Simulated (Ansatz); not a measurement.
# GdAlGe: the cost of one run

All numbers below are computed with Ansatz 0.2.0 (DFT PBEsol, scalar-relativistic, plane waves, PAW).

1 further run of the same task is left out (set aside as unsound or not needed).

### Step 1. Starting point

The cell holds 23 atoms (Al7Gd8Ge8): a = 8.016 Å, b = 8.016 Å, c = 8.082 Å, α = 104.60°, β = 104.60°, γ = 91.70°.

Structure file:

```
CELL_PARAMETERS angstrom
2.02062 5.20543 5.75194
2.02062 5.20543 -5.75194
-8.08246 0.00000 0.00000
ATOMIC_POSITIONS crystal
Al 0.25000 0.75000 0.50000
Al 0.75000 0.25000 0.00000
Al 0.25000 0.75000 0.00000
Al 0.00000 0.00000 0.00000
Al 0.50000 0.50000 0.00000
Al 0.00000 0.00000 0.50000
Al 0.50000 0.50000 0.50000
Gd 0.93563 0.68563 0.15532
Gd 0.43563 0.18563 0.15532
Gd 0.93563 0.68563 0.65532
Gd 0.43563 0.18563 0.65532
Gd 0.56437 0.81437 0.34468
Gd 0.06437 0.31437 0.34468
Gd 0.56437 0.81437 0.84468
Gd 0.06437 0.31437 0.84468
Ge 0.23037 0.98037 0.30268
Ge 0.73037 0.48037 0.30268
Ge 0.23037 0.98037 0.80268
Ge 0.73037 0.48037 0.80268
Ge 0.26963 0.51963 0.19732
Ge 0.76963 0.01963 0.19732
Ge 0.26963 0.51963 0.69732
Ge 0.76963 0.01963 0.69732
```

The host was relaxed before at PBEsol: a = 4.041 Å, b = 10.411 Å, c = 5.752 Å, α = 90.00°, β = 90.00°, γ = 90.00° (conventional cell), 20.167 Å³/atom.

Places, in fractions of the supercell: a vacancy on Al at (0.750, 0.250, 0.500). The start keeps the symmetry of the ideal site.

### Step 2. The perfect crystal in the supercell of 24 atoms

Input file input.yaml:

```yaml
crystal:
  lattice:
    - [2.0206152374, 5.205434246, 5.7519416263]
    - [2.0206152374, 5.205434246, -5.7519416263]
    - [-8.0824609494, 0.0, 0.0]
  atoms:
    - { symbol: Al, position: [0.75, 0.25, 0.5] }
    - { symbol: Al, position: [0.25, 0.75, 0.5] }
    - { symbol: Al, position: [0.75, 0.25, 0.0] }
    - { symbol: Al, position: [0.25, 0.75, 0.0] }
    - { symbol: Al, position: [0.0, 1.0, 0.0] }
    - { symbol: Al, position: [0.5, 0.5, 0.0] }
    - { symbol: Al, position: [0.0, 1.0, 0.5] }
    - { symbol: Al, position: [0.5, 0.5, 0.5] }
    - { symbol: Gd, position: [0.9356319803, 0.6856319803, 0.1553159901], spin: 7.64 }
    - { symbol: Gd, position: [0.4356319803, 0.1856319803, 0.1553159901], spin: 7.64 }
    - { symbol: Gd, position: [0.9356319803, 0.6856319803, 0.6553159901], spin: 7.64 }
    - { symbol: Gd, position: [0.4356319803, 0.1856319803, 0.6553159901], spin: 7.64 }
    - { symbol: Gd, position: [0.5643680197, 0.8143680197, 0.3446840099], spin: 7.64 }
    - { symbol: Gd, position: [0.0643680197, 0.3143680197, 0.3446840099], spin: 7.64 }
    - { symbol: Gd, position: [0.5643680197, 0.8143680197, 0.8446840099], spin: 7.64 }
    - { symbol: Gd, position: [0.0643680197, 0.3143680197, 0.8446840099], spin: 7.64 }
    - { symbol: Ge, position: [0.2303677825, 0.9803677825, 0.3026838913] }
    - { symbol: Ge, position: [0.7303677825, 0.4803677825, 0.3026838913] }
    - { symbol: Ge, position: [0.2303677825, 0.9803677825, 0.8026838913] }
    - { symbol: Ge, position: [0.7303677825, 0.4803677825, 0.8026838913] }
    - { symbol: Ge, position: [0.2696322175, 0.5196322175, 0.1973161087] }
    - { symbol: Ge, position: [0.7696322175, 0.0196322175, 0.1973161087] }
    - { symbol: Ge, position: [0.2696322175, 0.5196322175, 0.6973161087] }
    - { symbol: Ge, position: [0.7696322175, 0.0196322175, 0.6973161087] }
basis:
  ecutwfc: 420
  xc_grid: 2
kpoints:
  mp_grid: { grid: [3, 3, 3], shift: [0.0, 0.0, 0.0] }
hamiltonian:
  xc: pbesol
scf:
  occupations: { method: gaussian, width: 0.05 }
  lower_state_search: "off"
output:
  forces: true
  stress: true
  eigenvalues: true
  populations: true
  write_density: true
  write_potential: true
  elf: true
  volumetric_format: npy
magnetization:
  spin_polarized: true
```

On the command line:

```sh
> ansatz run input.yaml --threads 8 --pin off --max-ram 14336MiB --backend cpu --events-out ev --progress --plain --runs-dir out
```

**Question.** How long does this run take on 8 threads of Arm Neoverse V1, shared host, and how much memory does it need?

About 53 s, with a peak of 4.4 GiB.
